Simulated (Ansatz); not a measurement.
**BrH₅OSSi (built from SMILES Br.O[SiH2]S): search for a transition state**

Is there a first-order saddle for this four-centre ligand exchange, which should form Si1–Br7, S2–H6 and break Si1–S2, H6–Br7, and which two structures does it connect?

The runs use Ansatz 0.2.0, Gaussian basis; PBE0-D4, def2-SVP first, then def2-TZVP.

152 further runs of the same task are left out: 152 set aside as unsound or not needed. Runs told in other sessions of the task aren't counted.

**1. Where the work starts**

The guess: 9 atoms, charge 0, spin multiplicity 1.

Atoms are counted from 1 here; the program's logs count them from 0.

Bond lengths: Si1–S2 2.381 Å, Si1–H3 1.459 Å, Si1–H4 1.441 Å, Si1–O5 1.602 Å, S2–H6 1.393 Å, S2–H8 1.329 Å, O5–H9 0.961 Å. Angles: S2–Si1–H3 93.0°, S2–Si1–H4 103.7°, S2–Si1–O5 109.9°, H3–Si1–H4 111.8°, H3–Si1–O5 97.4°, H4–Si1–O5 133.8°, Si1–S2–H6 84.8°, Si1–S2–H8 94.4°, H6–S2–H8 91.0°, Si1–O5–H9 122.4°.

As a file:

```mol
BrH5OSSi
  3D, bonds by distance, orders not assigned

  9  7  0  0  0  0  0  0  0  0999 V2000
   -0.2668   -0.8668   -0.2903 Si  0  0
    0.4841    0.1180    1.7434 S   0  0
   -1.2274   -1.7273    0.3928 H   0  0
    0.8791   -1.6073   -0.7552 H   0  0
   -1.3259    0.0993   -1.0045 O   0  0
    1.3292    0.8621    0.9227 H   0  0
    1.6094    1.1961   -1.1788 Br  0  0
   -0.4242    1.0885    1.7283 H   0  0
   -1.0573    0.8374   -1.5584 H   0  0
  1  2  8  0
  1  3  8  0
  1  4  8  0
  1  5  8  0
  2  6  8  0
  2  8  8  0
  5  9  8  0
M  END
```

Distances that are to change: Si1–Br7 2.93 Å, S2–H6 1.39 Å, Si1–S2 2.38 Å, H6–Br7 2.15 Å.

**2. Constrained relaxation of the guess**

Input file hold/in.yaml:

```yaml
crystal:
  periodic: [false, false, false]
  atoms:
    - {symbol: Si, position_ang: [-0.266800, -0.866800, -0.290300]}
    - {symbol: S, position_ang: [0.484100, 0.118000, 1.743400]}
    - {symbol: H, position_ang: [-1.227400, -1.727300, 0.392800]}
    - {symbol: H, position_ang: [0.879100, -1.607300, -0.755200]}
    - {symbol: O, position_ang: [-1.325900, 0.099300, -1.004500]}
    - {symbol: H, position_ang: [1.329200, 0.862100, 0.922700]}
    - {symbol: Br, position_ang: [1.609400, 1.196100, -1.178800]}
    - {symbol: H, position_ang: [-0.424200, 1.088500, 1.728300]}
    - {symbol: H, position_ang: [-1.057300, 0.837400, -1.558400]}
basis:
  gaussian: {orbitals: def2-SVP}
hamiltonian: {xc: pbe0, dispersion: d4}
relax: {f_tol: 0.04, max_steps: 150, escape_saddle: false, constraints: [{distance: [0, 6]}, {distance: [1, 5]}, {distance: [0, 1]}, {distance: [5, 6]}]}
```

Run with:

```
$ ansatz run in.yaml --threads 8 --pin off --events-out ev --progress --plain --max-ram 19148MiB
```

The program printed (excerpt; [...] marks lines left out):

```text
Functional definition: PBE0
  name "PBE0"
  cite "Adamo & Barone, J. Chem. Phys. 110, 6158 (1999) doi:10.1063/1.478522"
  cite "Perdew, Burke & Ernzerhof, Phys. Rev. Lett. 77, 3865 (1996) doi:10.1103/PhysRevLett.77.3865"
  parent pbe
[...]
1090 factors; integrals over basis functions are off by at most 3.2e-4 eV
[...]
mean field -90855.31726366 eV, -3338.8713254935 hartree, gradient 2.0e-5 eV, S^2 0.000000; 0 other end points of the search recorded, 0 dependent functions left out
[...]
reference -90855.31728807 eV, -3338.8713263906 hartree; 39, 39 occupied and 68, 68 virtual orbitals, 1090 factors
relax step   1: F+E_penalty+E_count = -90855.52588093 eV  Δ(F+E_penalty+E_count) = +0.000e0 eV  max|allowed force component| = 1.141e0 eV/Å  Δτ_max = 0.0000 Å  (26 SCF iters, accepted)
[...]
relax step   6: F+E_penalty+E_count = -90855.69392928 eV  Δ(F+E_penalty+E_count) = -5.711e-3 eV  max|allowed force component| = 1.265e-1 eV/Å  Δτ_max = 0.0492 Å  (29 SCF iters, accepted)
[...]
relax step   7: F+E_penalty+E_count = -90855.69539370 eV  Δ(F+E_penalty+E_count) = -1.464e-3 eV  max|allowed force component| = 3.645e-2 eV/Å  Δτ_max = 0.0454 Å  (28 SCF iters, accepted)
  distance Si 0 - Br 6 held at 2.926622 Å   reaction = -2.7537e-1 eV/Å
  distance S 1 - H 5 held at 1.393351 Å   reaction = -6.3603e-1 eV/Å
  distance Si 0 - S 1 held at 2.381096 Å   reaction = +2.4837e-1 eV/Å
  distance H 5 - Br 6 held at 2.146246 Å   reaction = +2.9766e-1 eV/Å
1090 factors; integrals over basis functions are off by at most 4.4e-4 eV
[...]
mean field -90855.48719983 eV, -3338.8775705327 hartree, gradient 7.1e-6 eV, S^2 0.000000; 1 other end points of the search recorded, 0 dependent functions left out
[...]
reference -90855.48722420 eV, -3338.8775714282 hartree; 39, 39 occupied and 68, 68 virtual orbitals, 1090 factors
Total energy: -90855.69541806 eV, -3338.8852224115 hartree
Atom 0 at    -0.310845    -0.854695    -0.254701 Å, force    -0.060473    -0.057154     0.285942 eV/Å
Atom 1 at     0.544824     0.123607     1.740386 Å, force    -0.428994    -0.444143     0.199109 eV/Å
Atom 2 at    -1.249795    -1.763960     0.459438 Å, force    -0.006094    -0.007829     0.000502 eV/Å
Atom 3 at     0.836374    -1.624338    -0.777312 Å, force    -0.025224    -0.027527    -0.000029 eV/Å
Atom 4 at    -1.316410     0.148512    -1.069529 Å, force    -0.013634    -0.036447     0.011632 eV/Å
Atom 5 at     1.257134     0.930087     0.855156 Å, force     0.369745     0.399761    -0.704325 eV/Å
Atom 6 at     1.497379     1.216091    -1.258337 Å, force     0.173071     0.185469     0.199600 eV/Å
Atom 7 at    -0.481529     1.001793     1.836315 Å, force     0.000491    -0.014631     0.006425 eV/Å
Atom 8 at    -0.776933     0.822903    -1.531415 Å, force    -0.008888     0.002503     0.001143 eV/Å
Dipole moment:    -0.344076    -0.303771     0.857508 e Å
```

Wall time 11 s (8 threads of Arm Neoverse V1, shared host).

Step by step:

```csv
step,energy from step 1 (eV),largest force component (eV/Å)
1,0.0000,1.1412
2,-0.0314,1.0055
3,-0.1135,0.7174
4,-0.1353,0.4980
5,-0.1623,0.1718
6,-0.1680,0.1265
7,-0.1695,0.0364
```

Distances of close pairs at the start and the end, largest changes first:

```csv
bond,before (Å),after (Å),change (Å)
Si1–O5,1.602,1.638,+0.036
Si1–H4,1.441,1.477,+0.036
Si1–H3,1.459,1.489,+0.030
S2–H8,1.329,1.354,+0.025
O5–H9,0.961,0.979,+0.018
S2–H6,1.393,1.393,+0.000
Si1–S2,2.381,2.381,+0.000
```

**3. A starting Hessian**

Input file hessian/in.yaml:

```yaml
crystal:
  periodic: [false, false, false]
  atoms:
    - {symbol: Si, position_ang: [-0.310845, -0.854695, -0.254701]}
    - {symbol: S, position_ang: [0.544824, 0.123607, 1.740386]}
    - {symbol: H, position_ang: [-1.249795, -1.763960, 0.459438]}
    - {symbol: H, position_ang: [0.836374, -1.624338, -0.777312]}
    - {symbol: O, position_ang: [-1.316410, 0.148512, -1.069529]}
    - {symbol: H, position_ang: [1.257134, 0.930087, 0.855156]}
    - {symbol: Br, position_ang: [1.497379, 1.216091, -1.258337]}
    - {symbol: H, position_ang: [-0.481529, 1.001793, 1.836315]}
    - {symbol: H, position_ang: [-0.776933, 0.822903, -1.531415]}
basis:
  gaussian: {orbitals: def2-SVP}
hamiltonian: {xc: pbe0, dispersion: d4}
phonons: {}
scf: {lower_state_search: off}
```

Run with:

```
$ ansatz run in.yaml --threads 8 --pin off --events-out ev --progress --plain --max-ram 19148MiB
```

The program printed (excerpt; [...] marks lines left out):

```text
[... 5 set-up lines as earlier in the session ...]
[...]
1089 factors; integrals over basis functions are off by at most 4.3e-4 eV
[...]
mean field -90855.48720279 eV, -3338.8775706413 hartree, gradient 5.1e-6 eV, S^2 0.000000; 0 other end points of the search recorded, 0 dependent functions left out
[...]
reference -90855.48722703 eV, -3338.8775715321 hartree; 39, 39 occupied and 68, 68 virtual orbitals, 1089 factors
[... from here to the last solve, the lines of the solves are left out (53 solves) ...]
1089 factors; integrals over basis functions are off by at most 4.3e-4 eV
mean field -90855.48716496 eV, -3338.8775692511 hartree, gradient 1.1e-6 eV, S^2 0.000000; 0 other end points of the search recorded, 0 dependent functions left out
[...]
WARN: phonons: modes at or below zero, which the zero-point energy, F, S and C_V leave out: 1, the lowest at -231.89 cm⁻¹. A minimum has none, and a first-order saddle one
[...]
Atom 2 at    -1.249795    -1.763960     0.459438 Å, force    -0.006093    -0.007825     0.000511 eV/Å
Atom 3 at     0.836374    -1.624338    -0.777312 Å, force    -0.025249    -0.027526    -0.000059 eV/Å
Atom 4 at    -1.316410     0.148512    -1.069529 Å, force    -0.013681    -0.036499     0.011538 eV/Å
Atom 5 at     1.257134     0.930087     0.855156 Å, force     0.369661     0.399752    -0.704207 eV/Å
Atom 6 at     1.497379     1.216091    -1.258337 Å, force     0.173128     0.185274     0.199656 eV/Å
Atom 7 at    -0.481529     1.001793     1.836315 Å, force     0.000518    -0.014627     0.006361 eV/Å
Atom 8 at    -0.776933     0.822903    -1.531415 Å, force    -0.009127     0.002781     0.001115 eV/Å
Dipole moment:    -0.344076    -0.303772     0.857509 e Å
Vibrations: -231.89 129.63 138.75 165.45 248.59 310.14 391.40 532.62 665.82 676.24 713.98 862.05 926.07 983.71 1041.19 1118.78 2134.09 2258.08 2317.07 2701.18 3608.25 cm⁻¹, zero-point energy 1.359058 eV
Checks for a lower state left out: stability, starts, cluster_reference, orbital_swaps, neighbouring_geometries, increment
```

It took 36 s on 8 threads of Arm Neoverse V1, shared host.

The structure is not stationary yet, so these wavenumbers are no spectrum; the search needs only the force constants.

**4. Saddle search in the small basis**

The search itself is an outer loop (partitioned rational-function steps, Bofill update of the Hessian). Each step is one single-point run with forces. It stops when the largest force is under 0.04 eV/Å and the followed curvature is negative. The first step's input:

Input file presaddle/in.yaml:

```yaml
crystal:
  periodic: [false, false, false]
  atoms:
    - {symbol: Si, position_ang: [-0.310845, -0.854695, -0.254701]}
    - {symbol: S, position_ang: [0.544824, 0.123607, 1.740386]}
    - {symbol: H, position_ang: [-1.249795, -1.763960, 0.459438]}
    - {symbol: H, position_ang: [0.836374, -1.624338, -0.777312]}
    - {symbol: O, position_ang: [-1.316410, 0.148512, -1.069529]}
    - {symbol: H, position_ang: [1.257134, 0.930087, 0.855156]}
    - {symbol: Br, position_ang: [1.497379, 1.216091, -1.258337]}
    - {symbol: H, position_ang: [-0.481529, 1.001793, 1.836315]}
    - {symbol: H, position_ang: [-0.776933, 0.822903, -1.531415]}
basis:
  gaussian: {orbitals: def2-SVP}
hamiltonian: {xc: pbe0, dispersion: d4}
output: {forces: true}
scf: {lower_state_search: off}
```

Run with:

```
$ ansatz run in.yaml --threads 8 --pin off --events-out ev --progress --plain --max-ram 19148MiB
```

The driver's record:

```csv
step,energy (eV),largest force (eV/Å),followed curvature (eV/Å²)
1,-90855.69540,0.7042,-1.06
2,-90855.64565,0.2839,-1.25
3,-90855.62894,0.1856,-1.27
4,-90855.63339,0.1156,-1.28
5,-90855.62973,0.1326,-1.29
6,-90855.63479,0.0226,-1.29
```

The 6 steps took 6.3 s in all (8 threads of Arm Neoverse V1, shared host).

**5. Saddle search in triple zeta**

A small driver takes partitioned rational-function steps: uphill along one mode, downhill along the rest. It calls the program once a step for energy and forces and updates the Hessian by Bofill's formula. It stops when the largest force is under 0.01 eV/Å and the followed curvature is negative. The first step's input:

Input file saddle/in.yaml:

```yaml
crystal:
  periodic: [false, false, false]
  atoms:
    - {symbol: Si, position_ang: [-0.250451, -0.744998, -0.334117]}
    - {symbol: S, position_ang: [0.622572, 0.084998, 1.803371]}
    - {symbol: H, position_ang: [-1.202759, -1.541586, 0.501217]}
    - {symbol: H, position_ang: [0.782513, -1.695478, -0.812739]}
    - {symbol: O, position_ang: [-1.362720, 0.062262, -1.248785]}
    - {symbol: H, position_ang: [1.344518, 1.006841, 1.054612]}
    - {symbol: Br, position_ang: [1.426988, 1.171537, -1.164040]}
    - {symbol: H, position_ang: [-0.423497, 0.919795, 2.000814]}
    - {symbol: H, position_ang: [-0.936964, 0.736629, -1.800333]}
basis:
  gaussian: {orbitals: def2-TZVP}
hamiltonian: {xc: pbe0, dispersion: d4}
output: {forces: true}
scf: {lower_state_search: off}
```

Run with:

```
$ ansatz run in.yaml --threads 8 --pin off --events-out ev --progress --plain --max-ram 19148MiB
```

The driver's record:

```csv
step,energy (eV),largest force (eV/Å),followed curvature (eV/Å²)
1,-90873.47546,0.4671,-1.29
2,-90873.49469,0.1818,-1.27
3,-90873.49658,0.1505,-1.28
4,-90873.49706,0.1449,-1.30
5,-90873.49748,0.1350,-1.49
6,-90873.49789,0.0678,-2.22
7,-90873.49815,0.0141,-2.21
8,-90873.49827,0.0207,-2.22
9,-90873.49832,0.0126,-2.18
10,-90873.49832,0.0190,-2.17
11,-90873.49831,0.0179,-2.18
12,-90873.49832,0.0076,-2.23
```

The 12 steps took 36 s in all (8 threads of Arm Neoverse V1, shared host).

Geometry at the end of the search:

```
Si   -0.24401   -0.73303   -0.31555
S     0.62187    0.08252    1.73936
H    -1.20068   -1.53352    0.50454
H     0.77223   -1.68778   -0.79447
O    -1.34193    0.07887   -1.20581
H     1.29505    1.06220    1.04519
Br    1.48458    1.12882   -1.21015
H    -0.45403    0.84795    1.99974
H    -0.93289    0.75397   -1.76283
```

Followed mode, largest move set to 1: H6 (0.22, 0.14, 0.97); Br7 (-0.34, -0.40, -0.24); H9 (-0.33, -0.03, -0.42); H3 (0.23, 0.39, -0.03).

**6. Checking the order of the point**

Input file vib/in.yaml:

```yaml
crystal:
  periodic: [false, false, false]
  atoms:
    - {symbol: Si, position_ang: [-0.244006, -0.733030, -0.315553]}
    - {symbol: S, position_ang: [0.621873, 0.082518, 1.739358]}
    - {symbol: H, position_ang: [-1.200679, -1.533523, 0.504538]}
    - {symbol: H, position_ang: [0.772232, -1.687782, -0.794468]}
    - {symbol: O, position_ang: [-1.341927, 0.078872, -1.205813]}
    - {symbol: H, position_ang: [1.295051, 1.062200, 1.045187]}
    - {symbol: Br, position_ang: [1.484576, 1.128819, -1.210153]}
    - {symbol: H, position_ang: [-0.454025, 0.847953, 1.999738]}
    - {symbol: H, position_ang: [-0.932895, 0.753972, -1.762834]}
basis:
  gaussian: {orbitals: def2-TZVP}
hamiltonian: {xc: pbe0, dispersion: d4}
phonons: {temperatures: {t_min: 298.15, t_max: 900, t_step: 200}}
```

Run with:

```
$ ansatz run in.yaml --threads 8 --pin off --events-out ev --progress --plain --max-ram 19148MiB
```

The program printed (excerpt; [...] marks lines left out):

```text
[... 5 set-up lines as earlier in the session ...]
[...]
1323 factors; their error is unknown
[...]
mean field -90873.28952044 eV, -3339.5317937481 hartree, gradient 1.7e-5 eV, S^2 0.000000; 0 other end points of the search recorded, 0 dependent functions left out
[...]
reference -90873.28954873 eV, -3339.5317947879 hartree; 39, 39 occupied and 144, 144 virtual orbitals, 1323 factors
[... from here to the last solve, the lines of the solves are left out (53 solves) ...]
1323 factors; their error is unknown
mean field -90873.28946021 eV, -3339.5317915346 hartree, gradient 1.4e-6 eV, S^2 0.000000; 0 other end points of the search recorded, 0 dependent functions left out
[...]
WARN: phonons: modes at or below zero, which the zero-point energy, F, S and C_V leave out: 1, the lowest at -205.93 cm⁻¹. A minimum has none, and a first-order saddle one
[...]
Atom 0 at    -0.244006    -0.733030    -0.315553 Å, force     0.000957     0.000381     0.000912 eV/Å
Atom 1 at     0.621873     0.082518     1.739358 Å, force     0.005682     0.007636    -0.004036 eV/Å
Atom 2 at    -1.200679    -1.533523     0.504538 Å, force     0.000048    -0.000403    -0.000034 eV/Å
Atom 3 at     0.772232    -1.687782    -0.794468 Å, force    -0.000172    -0.000261    -0.000451 eV/Å
Atom 4 at    -1.341927     0.078872    -1.205813 Å, force     0.000346     0.002853    -0.002396 eV/Å
Atom 5 at     1.295051     1.062200     1.045187 Å, force    -0.003709    -0.007162     0.003136 eV/Å
Atom 6 at     1.484576     1.128819    -1.210153 Å, force     0.000724    -0.000274    -0.000412 eV/Å
Atom 7 at    -0.454025     0.847953     1.999738 Å, force    -0.002782    -0.000643     0.000776 eV/Å
Atom 8 at    -0.932895     0.753972    -1.762834 Å, force    -0.001094    -0.002127     0.002504 eV/Å
Dipole moment:    -0.213213    -0.082672     0.827741 e Å
Vibrations: -205.93 84.25 136.36 190.13 245.27 289.04 442.24 511.80 596.47 682.90 704.84 909.55 928.70 995.11 1032.27 1156.85 2172.96 2272.38 2332.50 2702.84 3787.59 cm⁻¹, zero-point energy 1.374615 eV
```

Run time: 88 s. Hardware: 8 threads of Arm Neoverse V1, shared host; peak memory 0.55 GiB.

Wavenumbers and character of the modes:

```csv
mode,wavenumber (cm⁻¹),character
1,206i,"changes Si1–Br7, H6–Br7"
2,84,bend with torsion
3,136,torsion
4,190,"not assigned (largely outside the bonds, angles and torsions drawn)"
5,245,"not assigned (largely outside the bonds, angles and torsions drawn)"
6,289,Si–S stretch
7,442,bend
8,512,bend
9,596,torsion
10,683,bend
11,705,bend with wag or twist
12,910,Si–O stretch with bend
13,929,bend with Si–O stretch
14,995,bend with wag or twist
15,1032,bend
16,1157,bend
17,2173,Si–H stretch
18,2272,Si–H stretch
19,2332,S–H stretch
20,2703,S–H stretch
21,3788,O–H stretch
```

Vibrational sums (real modes only):

```csv
T (K),entropy (J/mol/K),heat capacity (J/mol/K)
298,63.3,68.8
498,105.8,96.6
698,141.3,113.6
898,171.5,125.5
```

(Part 1 of 2 ends here.)
